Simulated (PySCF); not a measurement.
# Mn: dipole response in aug-cc-pVTZ plus 1 even-tempered diffuse shell per l

How polarisable is Mn at the levels listed below?

The numbers are computed with PySCF 2.14.0 (unrestricted determinants in a Gaussian basis, no spin-orbit coupling in the energies), except any that are marked as measured or tabulated.

## 1. Starting point

```
Element     : manganese (Z = 25)
Basis       : aug-cc-pVTZ with one added diffuse shell each of s, p, d, f, g type (9s8p6d4f3g, 118 functions)
Hamiltonian : no relativity, point nucleus
State 1     : Mn: [Ar] 3d5 4s2, high-spin 6S determinant
Methods     : PBEsol
```

Outer shells as boxes (Hund's rule):

Mn [Ar] 3d5 4s2
```
[Ar] core
3d [↑ ][↑ ][↑ ][↑ ][↑ ]
4s [↑↓]
```

The runs were made by one driver on top of PySCF. The scripts below sum up each run's settings (the driver also hands on starting orbitals that pick excited configurations, and frozen orbitals as a list rather than a count), and the logs come from the driver's own runs. The driver starts from symmetry-adapted Hartree-Fock orbitals, holds the occupation by maximum overlap and uses a logarithmic radial grid for functionals, so a plain start would take other cycles.

The integrals over 118 functions and the set-up took 2.6 s of CPU time.

## 2. Mn: PBEsol

**PBEsol**

File input.py:

```python
from pyscf import gto, scf, dft, mp, cc
import basis_set_exchange as bse
mol = gto.M(atom="Mn 0 0 0", charge=0, spin=5, symmetry="D2h",
            basis=gto.basis.parse(bse.get_basis("aug-cc-pVTZ", elements=["Mn"], fmt="nwchem", augment_diffuse=1)))
mf = dft.UKS(mol, xc="PBEsol")
mf.irrep_nelec = {'Ag': (6, 4), 'B1g': (1, 0), 'B2g': (1, 0), 'B3g': (1, 0), 'B1u': (2, 2), 'B2u': (2, 2), 'B3u': (2, 2)}
mf.kernel()
```

What it wrote:

```text
damping factor = 0
level_shift factor = 0
DIIS = <class 'pyscf.scf.diis.CDIIS'>
diis_start_cycle = 1
diis_space = 10
diis_damp = 0
SCF conv_tol = 1e-09
SCF conv_tol_grad = None
number electrons alpha = 15  beta = 10
XC functionals = PBEsol
    J. P. Perdew, A. Ruzsinszky, G. I. Csonka, O. A. Vydrov, G. E. Scuseria, L. A. Constantin, X. Zhou, and K. Burke.,  Phys. Rev. Lett. 100, 136406 (2008)
    J. P. Perdew, A. Ruzsinszky, G. I. Csonka, O. A. Vydrov, G. E. Scuseria, L. A. Constantin, X. Zhou, and K. Burke.,  Phys. Rev. Lett. 100, 136406 (2008)
cycle= 1 E= -1149.63077008659  delta_E= -0.0177  |g|= 0.123  |ddm|= 1.91
cycle= 2 E= -1149.62544106251  delta_E= 0.00533  |g|=  0.2  |ddm|= 0.935
cycle= 3 E= -1149.6342088702  delta_E= -0.00877  |g|= 0.00192  |ddm|= 0.617
cycle= 4 E= -1149.63421040543  delta_E= -1.54e-06  |g|= 0.000771  |ddm|= 0.00846
cycle= 5 E= -1149.63421057947  delta_E= -1.74e-07  |g|= 9.23e-06  |ddm|= 0.00123
cycle= 6 E= -1149.63421057953  delta_E= -5.59e-11  |g|= 2.87e-07  |ddm|= 8.55e-05
converged SCF energy = -1149.63421057953  <S^2> = 8.7635815  2S+1 = 6.0045255
```

It used 21 s of CPU time after the integrals (shared host).

Orbital energies by shell (radii are means over both spins):

```tsv
shell	electrons	mean orbital energy (eV)	spread (eV)	rms radius (bohr)
1s α	1	-6366.2	0	0.0713
1s β	1	-6366.2	0	0.0713
2s α	1	-731.99	0	0.307
2s β	1	-729.80	0	0.307
2p α	3	-627.50	0	0.275
2p β	3	-625.84	0	0.275
3s α	1	-85.473	0	0.926
3s β	1	-80.374	0	0.926
3p α	3	-55.683	0	0.990
3p β	3	-50.657	0	0.990
3d α	5	-8.442	0	1.37
4s α	1	-5.458	0	3.42
4s β	1	-4.420	0	3.42
```

⟨S²⟩ = 8.764, ⟨L²⟩ = 0.00.

The driver then solved the coupled dipole response at imaginary frequencies: mean α = 74.53 bohr³, C₆ = 708.0 au for a like pair.

Radial density 4πr²ρ of Mn at PBEsol:

```tsv
r (bohr)	density	spin density
0.00108	0.147	0.000
0.00182	0.402	0.000
0.00306	1.07	0.000
0.00515	2.72	0.000
0.00867	6.47	0.001
0.0146	13.6	0.001
0.0245	23.6	0.002
0.0413	29.8	0.003
0.0694	25.5	0.004
0.117	24.6	0.040
0.196	33.1	0.287
0.330	18.9	1.381
0.555	12.7	3.552
0.934	12.7	3.813
1.57	3.42	1.723
2.64	1.09	0.360
4.45	0.293	-0.020
7.48	0.0138	-0.004
12.6	5.22e-05	0.000
```

## 3. The response side by side

Mn, in atomic units:

```tsv
method	mean α	C₆ (like pair)	S(−4)
PBEsol	74.53	708.0	3472
```

Reference α: 68 ± 9 bohr³ (recommended; Schwerdtfeger and Nagle, table of static dipole polarizabilities (2023 update)). Published C₆: 552.0 (Chu and Dalgarno (2004); Tang, Norbeck and Certain (1976)).

α(iu) at PBEsol:

```tsv
u (hartree)	α(iu) (bohr³)
0	74.53
0.0500	67.08
0.100	52.97
0.200	30.92
0.300	19.43
0.500	9.935
0.750	5.755
1.00	3.929
1.50	2.303
2.00	1.566
3.00	0.8853
5.00	0.4048
```

## 4. Outcome

```
quantity                                  value
 α of Mn  74.53 (PBEsol) bohr³; reference 68.00
```

**Reading.** For Mn PBEsol differs from the reference by +10 %. All values hold for this basis alone; no basis-set limit was taken.
